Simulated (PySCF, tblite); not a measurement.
# GeH₃Cl: bond homolysis, part 2 of 2

tblite 0.8.0 and PySCF 2.14.0. Atoms count from 0. Earlier steps stand in the parts before.

### 11 Single point (GeH2Cl radical): M06-2X/def2-TZVP

Geometry: PBE0-D3(BJ)/def2-SVP.

What the job is given:

```
{"job": {"kind": "sp", "xc": "M06-2X", "basis": "def2-TZVP", "grid": 3}, "charge": 0, "multiplicity": 2}
Cl     2.030709    -0.086390    -0.014612
Ge    -0.133749     0.025097    -0.016899
H     -0.612871    -0.421940     1.386608
H     -0.636304    -0.932434    -1.125895
```

The program printed:

```text
coarse grid: 18680 points
cycle   1  E = -2538.3575385910  dE = -6.455e-01  |g| = 3.323e-01  |ddm| = 1.215e+00
cycle   2  E = -2538.3626801711  dE = -5.142e-03  |g| = 3.585e-01  |ddm| = 5.204e-01
cycle   3  E = -2538.3976405825  dE = -3.496e-02  |g| = 1.544e-02  |ddm| = 2.117e-01
cycle   4  E = -2538.3979082913  dE = -2.677e-04  |g| = 5.830e-03  |ddm| = 3.754e-02
cycle   5  E = -2538.3979435512  dE = -3.526e-05  |g| = 1.942e-03  |ddm| = 1.584e-02
cycle   6  E = -2538.3979475653  dE = -4.014e-06  |g| = 8.566e-04  |ddm| = 4.520e-03
final grid: 59136 points
cycle   7  E = -2538.3990996005  dE = -5.193e-06  |g| = 2.638e-03  |ddm| = 7.086e-03
cycle   8  E = -2538.3991004698  dE = -8.693e-07  |g| = 2.126e-03  |ddm| = 3.790e-03
cycle   9  E = -2538.3991022711  dE = -1.801e-06  |g| = 1.774e-04  |ddm| = 1.828e-03
cycle  10  E = -2538.3991023075  dE = -3.640e-08  |g| = 1.158e-04  |ddm| = 3.298e-04
cycle  11  E = -2538.3991023223  dE = -1.486e-08  |g| = 3.379e-05  |ddm| = 2.449e-04
cycle  12  E = -2538.3991023244  dE = -2.081e-09  |g| = 9.115e-06  |ddm| = 1.108e-04
converged SCF energy = -2538.3991023244
```

Wall time 7.2 s (1 thread of Arm Neoverse V1, shared host).

### 12 Bond homolysis: M06-2X/def2-TZVP

This step combines the energies above: geometries from PBE0-D3(BJ)/def2-SVP, zero-point and thermal terms from PBE0-D3(BJ)/def2-SVP.

What the job is given:

```
{"job": {"kind": "bd", "cap": 8, "geom": {"xc": "PBE0", "basis": "def2-SVP", "d3": "d3bj", "grid": 1}, "hess": 1, "level": {"xc": "M06-2X", "basis": "def2-TZVP", "grid": 3}}, "charge": 0, "multiplicity": 1}
Cl     2.013324    -0.020938    -0.013951
Ge    -0.150157     0.005761    -0.006242
H     -0.593160     1.443608    -0.308950
H     -0.610391    -0.441459     1.387792
H     -0.625765    -0.968170    -1.092698
```

Output (the driver's rows laid out field by field):

```text
homolysis bond by bond, M06-2X/def2-TZVP // PBE0-D3(BJ)/def2-SVP

row 1
  atoms                   0 1
  elements                Cl Ge
  length                  2.1637
  fragments               formula Cl, charge 0, multiplicity 2, smiles [Cl], kept yes, pieces 1; formula GeH3, charge 0, multiplicity 2, smiles [GeH3], kept yes, pieces 1, point_group C3v, largest_spin Ge 0.986
  electronic              412.99
  zero_kelvin             401.17
  enthalpy                405.96
  free_energy             365.93

row 2
  atoms                   1 2
  elements                Ge H
  length                  1.5347
  fragments               formula ClGeH2, charge 0, multiplicity 2, smiles [Cl][GeH2], kept yes, pieces 1, point_group Cs, largest_spin Ge 0.85; formula H, charge 0, multiplicity 2, smiles [H], kept yes, pieces 1
  electronic              352.09
  zero_kelvin             327.58
  enthalpy                333.43
  free_energy             295.79
```

It took 99 s on 1 thread of Arm Neoverse V1, shared host.

Some single points behind these values are not shown above.

Dissociation energies (kJ/mol, gas phase, 298 K for the thermal columns):

```tsv
bond	fragments	electronic	enthalpy	free energy
Cl0–Ge1	[Cl] + [GeH3]	413.0	406.0	365.9
Ge1–H2	[Cl][GeH2] + [H]	352.1	333.4	295.8
```

### 13 Single point (GeH3Cl): B97-2/pcseg-2

Geometry: PBE0-D3(BJ)/def2-SVP.

What the job is given:

```
{"job": {"kind": "sp", "xc": "B97-2", "basis": "pcseg-2", "grid": 2}, "charge": 0, "multiplicity": 1}
Cl     2.013324    -0.020938    -0.013951
Ge    -0.150157     0.005761    -0.006242
H     -0.593160     1.443608    -0.308950
H     -0.610391    -0.441459     1.387792
H     -0.625765    -0.968170    -1.092698
```

The program printed:

```text
coarse grid: 21152 points
cycle   1  E = -2539.6370728527  dE = -6.474e-01  |g| = 4.990e-01  |ddm| = 1.623e+00
cycle   2  E = -2539.6166161054  dE =  2.046e-02  |g| = 5.746e-01  |ddm| = 7.963e-01
cycle   3  E = -2539.6759124982  dE = -5.930e-02  |g| = 4.468e-02  |ddm| = 4.677e-01
cycle   4  E = -2539.6763825124  dE = -4.700e-04  |g| = 1.184e-02  |ddm| = 5.115e-02
cycle   5  E = -2539.6764183355  dE = -3.582e-05  |g| = 9.928e-04  |ddm| = 1.156e-02
cycle   6  E = -2539.6764185430  dE = -2.075e-07  |g| = 2.747e-04  |ddm| = 1.220e-03
final grid: 40904 points
cycle   7  E = -2539.6764154626  dE = -4.231e-09  |g| = 3.302e-04  |ddm| = 6.123e-04
cycle   8  E = -2539.6764154516  dE =  1.099e-08  |g| = 4.154e-04  |ddm| = 5.738e-04
cycle   9  E = -2539.6764154866  dE = -3.499e-08  |g| = 1.682e-05  |ddm| = 3.125e-04
cycle  10  E = -2539.6764154866  dE = -6.048e-11  |g| = 3.683e-06  |ddm| = 1.887e-05
converged SCF energy = -2539.6764154866
```

Run time: 2.3 s. Hardware: 1 thread of Arm Neoverse V1, shared host.

### 14 Single point (Cl radical): B97-2/pcseg-2

Geometry: atom.

What the job is given:

```
{"job": {"kind": "sp", "xc": "B97-2", "basis": "pcseg-2", "grid": 2}, "charge": 0, "multiplicity": 2}
Cl     0.000000     0.000000     0.000000
```

The program printed:

```text
coarse grid: 1624 points
cycle   1  E = -460.1897864345  dE = -6.970e-02  |g| = 8.157e-02  |ddm| = 5.610e-01
cycle   2  E = -460.1936182492  dE = -3.832e-03  |g| = 1.379e-02  |ddm| = 9.352e-02
cycle   3  E = -460.1937345105  dE = -1.163e-04  |g| = 5.430e-03  |ddm| = 1.836e-02
cycle   4  E = -460.1937467872  dE = -1.228e-05  |g| = 2.005e-03  |ddm| = 7.975e-03
cycle   5  E = -460.1937482668  dE = -1.480e-06  |g| = 7.077e-05  |ddm| = 1.904e-03
final grid: 11752 points
cycle   6  E = -460.1919653920  dE = -3.413e-06  |g| = 2.027e-03  |ddm| = 5.018e-03
cycle   7  E = -460.1919660809  dE = -6.889e-07  |g| = 1.196e-03  |ddm| = 2.932e-03
cycle   8  E = -460.1919665622  dE = -4.813e-07  |g| = 3.750e-05  |ddm| = 1.211e-03
cycle   9  E = -460.1919665629  dE = -7.163e-10  |g| = 3.674e-06  |ddm| = 5.119e-05
converged SCF energy = -460.1919665629
```

Wall time 0.21 s (1 thread of Arm Neoverse V1, shared host).

### 15 Single point (GeH₃ radical): B97-2/pcseg-2

Geometry: PBE0-D3(BJ)/def2-SVP.

What the job is given:

```
{"job": {"kind": "sp", "xc": "B97-2", "basis": "pcseg-2", "grid": 2}, "charge": 0, "multiplicity": 2}
Ge    -0.135739     0.010630    -0.018861
H     -0.600450     1.447699    -0.328084
H     -0.600350    -0.434893     1.382287
H     -0.621943    -0.974256    -1.101754
```

The program printed:

```text
coarse grid: 14832 points
cycle   1  E = -2079.3108234386  dE = -7.597e-01  |g| = 2.708e-01  |ddm| = 1.026e+00
cycle   2  E = -2079.3139959324  dE = -3.172e-03  |g| = 2.453e-01  |ddm| = 3.499e-01
cycle   3  E = -2079.3276009548  dE = -1.361e-02  |g| = 8.646e-03  |ddm| = 1.675e-01
cycle   4  E = -2079.3276502135  dE = -4.926e-05  |g| = 2.612e-03  |ddm| = 1.682e-02
cycle   5  E = -2079.3276549358  dE = -4.722e-06  |g| = 3.578e-04  |ddm| = 3.711e-03
final grid: 29160 points
cycle   6  E = -2079.3276474261  dE = -1.544e-07  |g| = 2.482e-04  |ddm| = 8.307e-04
cycle   7  E = -2079.3276474489  dE = -2.275e-08  |g| = 2.530e-04  |ddm| = 4.373e-04
cycle   8  E = -2079.3276474697  dE = -2.086e-08  |g| = 3.084e-05  |ddm| = 1.914e-04
cycle   9  E = -2079.3276474714  dE = -1.653e-09  |g| = 1.322e-05  |ddm| = 7.784e-05
converged SCF energy = -2079.3276474714
```

Wall time 1.8 s (1 thread of Arm Neoverse V1, shared host).

### 16 Single point (GeH₂Cl radical): B97-2/pcseg-2

Geometry: PBE0-D3(BJ)/def2-SVP.

What the job is given:

```
{"job": {"kind": "sp", "xc": "B97-2", "basis": "pcseg-2", "grid": 2}, "charge": 0, "multiplicity": 2}
Cl     2.030709    -0.086390    -0.014612
Ge    -0.133749     0.025097    -0.016899
H     -0.612871    -0.421940     1.386608
H     -0.636304    -0.932434    -1.125895
```

The program printed:

```text
coarse grid: 18680 points
cycle   1  E = -2538.9916334767  dE = -6.062e-01  |g| = 3.487e-01  |ddm| = 1.179e+00
cycle   2  E = -2538.9420840225  dE =  4.955e-02  |g| = 4.575e-01  |ddm| = 6.777e-01
cycle   3  E = -2539.0342026359  dE = -9.212e-02  |g| = 5.536e-02  |ddm| = 4.226e-01
cycle   4  E = -2539.0358750342  dE = -1.672e-03  |g| = 1.146e-02  |ddm| = 6.600e-02
cycle   5  E = -2539.0359535651  dE = -7.853e-05  |g| = 1.505e-03  |ddm| = 1.731e-02
cycle   6  E = -2539.0359554757  dE = -1.911e-06  |g| = 7.993e-04  |ddm| = 3.126e-03
final grid: 35528 points
cycle   7  E = -2539.0359563329  dE = -7.800e-08  |g| = 8.717e-04  |ddm| = 1.731e-03
cycle   8  E = -2539.0359561491  dE =  1.838e-07  |g| = 1.113e-03  |ddm| = 1.697e-03
cycle   9  E = -2539.0359567368  dE = -5.877e-07  |g| = 9.094e-05  |ddm| = 9.540e-04
cycle  10  E = -2539.0359567413  dE = -4.420e-09  |g| = 2.307e-05  |ddm| = 9.849e-05
converged SCF energy = -2539.0359567413
```

It took 3.3 s on 1 thread of Arm Neoverse V1, shared host.

### 17 Single point (H radical): B97-2/pcseg-2

Geometry: atom.

What the job is given:

```
{"job": {"kind": "sp", "xc": "B97-2", "basis": "pcseg-2", "grid": 2}, "charge": 0, "multiplicity": 2}
H      0.000000     0.000000     0.000000
```

The program printed:

```text
coarse grid: 624 points
cycle   1  E = -0.4997164940  dE = -7.184e-02  |g| = 5.103e-02  |ddm| = 3.461e-01
cycle   2  E = -0.5042588874  dE = -4.542e-03  |g| = 2.138e-03  |ddm| = 1.417e-01
cycle   3  E = -0.5042670314  dE = -8.144e-06  |g| = 3.721e-05  |ddm| = 6.750e-03
final grid: 5376 points
cycle   4  E = -0.5042582439  dE = -1.533e-06  |g| = 1.138e-04  |ddm| = 3.816e-03
cycle   5  E = -0.5042582529  dE = -8.975e-09  |g| = 1.424e-05  |ddm| = 2.293e-04
converged SCF energy = -0.5042582529
```

Run time: 0.05 s. Hardware: 1 thread of Arm Neoverse V1, shared host.

### 18 Bond homolysis: B97-2/pcseg-2

This step combines the energies above: geometries from PBE0-D3(BJ)/def2-SVP, zero-point and thermal terms from PBE0-D3(BJ)/def2-SVP.

What the job is given:

```
{"job": {"kind": "bd", "cap": 8, "geom": {"xc": "PBE0", "basis": "def2-SVP", "d3": "d3bj", "grid": 1}, "hess": 1, "level": {"xc": "B97-2", "basis": "pcseg-2"}}, "charge": 0, "multiplicity": 1}
Cl     2.013324    -0.020938    -0.013951
Ge    -0.150157     0.005761    -0.006242
H     -0.593160     1.443608    -0.308950
H     -0.610391    -0.441459     1.387792
H     -0.625765    -0.968170    -1.092698
```

Output (the driver's rows laid out field by field):

```text
homolysis bond by bond, B97-2/pcseg-2 // PBE0-D3(BJ)/def2-SVP

row 1
  atoms                   0 1
  elements                Cl Ge
  length                  2.1637
  fragments               formula Cl, charge 0, multiplicity 2, smiles [Cl], kept yes, pieces 1; formula GeH3, charge 0, multiplicity 2, smiles [GeH3], kept yes, pieces 1, point_group C3v, largest_spin Ge 0.957
  electronic              411.68
  zero_kelvin             399.86
  enthalpy                404.65
  free_energy             364.62

row 2
  atoms                   1 2
  elements                Ge H
  length                  1.5347
  fragments               formula ClGeH2, charge 0, multiplicity 2, smiles [Cl][GeH2], kept yes, pieces 1, point_group Cs, largest_spin Ge 0.806; formula H, charge 0, multiplicity 2, smiles [H], kept yes, pieces 1
  electronic              357.59
  zero_kelvin             333.09
  enthalpy                338.93
  free_energy             301.29
```

Run time: 7.8 s. Hardware: 1 thread of Arm Neoverse V1, shared host.

Dissociation energies (kJ/mol, gas phase, 298 K for the thermal columns):

```tsv
bond	fragments	electronic	enthalpy	free energy
Cl0–Ge1	[Cl] + [GeH3]	411.7	404.6	364.6
Ge1–H2	[Cl][GeH2] + [H]	357.6	338.9	301.3
```

### 19 Outcome

The summary covers parts 1 to 2.

```
                                      quantity                  value
     strongest single infrared mode (GFN2-xTB)   768 cm⁻¹, 522 km/mol
                  zero-point energy (GFN2-xTB)          14.1 kcal/mol
                                   point group                    C3v
          rotational constants (main isotopes)  77.97, 4.27, 4.27 GHz
bond enthalpy (ΔH), Cl0–Ge1 (M06-2X/def2-TZVP)           406.0 kJ/mol
 bond enthalpy (ΔH), Ge1–H2 (M06-2X/def2-TZVP)           333.4 kJ/mol
   bond enthalpy (ΔH), Cl0–Ge1 (B97-2/pcseg-2)           404.6 kJ/mol
    bond enthalpy (ΔH), Ge1–H2 (B97-2/pcseg-2)           338.9 kJ/mol
```

**Reading.** No mode is imaginary among the 9: a minimum at this level. The strongest single mode, at 768 cm⁻¹, has its largest shares on H2, H4 and H3 (the list is cut at 3 atoms). Unscaled tight-binding wavenumbers are off by several per cent, some by more. Its intensities can rank the bands wrongly. Relaxing lowered the energy by 0.095 eV in 3 steps; the close pair that moved most is Cl0–Ge1, from 2.085 to 2.164 Å (PBE0/def2-SVP). Steps that list no spin-orbit terms leave them out, which matters at and beside the heavy atoms. At M06-2X/def2-TZVP the bond enthalpy (ΔH) runs from 333.4 kJ/mol (Ge1–H2) to 406.0 kJ/mol (Cl0–Ge1). At B97-2/pcseg-2 the bond enthalpy (ΔH) runs from 338.9 kJ/mol (Ge1–H2) to 404.6 kJ/mol (Cl0–Ge1).
